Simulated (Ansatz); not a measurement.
## As, space group Pm-3m: a surface slab

Computed with the Ansatz DFT code, driven from Python.

The script, `run_slab.py`:
```python
"""Slab calculation for As."""

import ansatz
from ase import Atoms
from ase.build import surface
from ase.constraints import FixAtoms
import numpy as np


def main() -> None:
    atoms = Atoms(
        ["As"],
        scaled_positions=[
            (0.5, 0.5, 0.5),
        ],
        cell=[
            (2.703682, 0.0, 0.0),
            (0.0, 2.703682, 0.0),
            (0.0, 0.0, 2.703682),
        ],
        pbc=True,
    )
    # Miller indices count the vectors of the cell as typed
    slab = surface(atoms, (1, 1, 1), 5, vacuum=6.0)
    slab.pbc = True

    print(slab.get_chemical_formula(), "area {:.3f} A^2, cell height {:.2f} A".format(np.linalg.norm(np.cross(slab.cell[0], slab.cell[1])), slab.cell[2, 2]))
    # hold the lower half
    slab.set_constraint(FixAtoms(mask=slab.positions[:, 2] < slab.positions[:, 2].mean()))


    def settings(structure):
        return (
            ansatz.Crystal.from_ase(structure).calculation()
            .scf(tolerance=1e-07)
            .functional(ansatz.Functional.LDA)
            .occupations(ansatz.OccupationsMethod.FERMI_DIRAC, width=0.05)
        )


    base = (
        settings(slab)
        .kpoints(5, 5, 1)
        .electric_field(axis=3, dipole_correction=True)
        .relax(force_tolerance=0.03, max_steps=30)
    )
    res = base.run(threads=1, backend="cpu")
    report = res.report

    print(f"slab free energy {report['free_energy_ev']:.4f} eV, Fermi level {report['fermi_energy_ev']:.3f} eV")
    face = report["work_function"]
    print("work function (eV), upper and lower face:", *(round(face[k], 3) for k in ("phi_plus_ev", "phi_minus_ev") if face.get(k) is not None))
    print(f"dipole {face['dipole_moment_e_ang']:+.4f} e A")

    # two faces, so half the excess energy for each
    bulk = settings(atoms).kpoints(8, 8, 8).run(threads=1, backend="cpu").report
    excess = report["free_energy_ev"] - bulk["free_energy_ev"] * len(slab) / len(atoms)
    area = np.linalg.norm(np.cross(slab.cell[0], slab.cell[1]))
    print(f"mean surface energy {excess / (2 * area) * 16.02177:.3f} J/m^2 ({1000 * excess / (2 * area):.1f} meV/A^2)")

    print("atom   z before  z after (A)")
    for atom, site in zip(slab, res.lattice.sites):
        print(f"{atom.symbol:3s} {atom.z:9.3f} {site.position_ang[2]:9.3f}")


if __name__ == "__main__":
    main()
```

```console
$ python run_slab.py
As5 area 12.661 A^2, cell height 18.24 A
DeckWarning: basis.ecutwfc = 420 eV, auto-derived from the records' recommended cutoffs: set by As (normal level)
RunWarning: efield: at this solve's end the planar-averaged density reaches 1.94e-5 e/Å³ inside the ramp window [0.8952, 0.1048] (bound 1e-5 e/Å³); the window's nearer edge stands 4.09 Å from this [...]
slab free energy -23866.1415 eV, Fermi level 1.788 eV
work function (eV), upper and lower face: 5.277 5.363
dipole +0.0060 e A
mean surface energy 1.093 J/m^2 (68.2 meV/A^2)
atom   z before  z after (A)
As      6.000     6.000
As      7.561     7.561
As      9.122     9.042
As     10.683    10.878
As     12.244    12.169
```
(Warnings from the package without file and line, shortened, repeats left out.)

Reading the output:
- Total energies depend on the potentials; only differences at equal settings carry meaning. A total without «per atom» is that of the cell as typed.
- The density doesn't vanish in the vacuum (a short gap or a low cutoff), which blurs the vacuum level.
- For a metal this k-point mesh is coarse: on a finer one energies can move by several to tens of meV an atom and pressures by half a GPa or more, differences at one mesh by less.
- Only differences from the Fermi energy are physical; the zero of the scale is a convention.
- This isn't the structure that As takes at ambient conditions.
- The slab is thin and cut from the structure as given; a cut can leave two unlike or polar faces, and the surface energy is then their mean. Miller indices refer to the vectors of the cell as typed, and the lattice isn't relaxed for this functional, so relaxation and surface energy can hold strain.
- Wall time of the script: 25 s on 1 thread of Arm Neoverse V1, on a shared host, peak memory 0.49 GiB.

(Lines on the test bed's own set-up are left out of the output.)
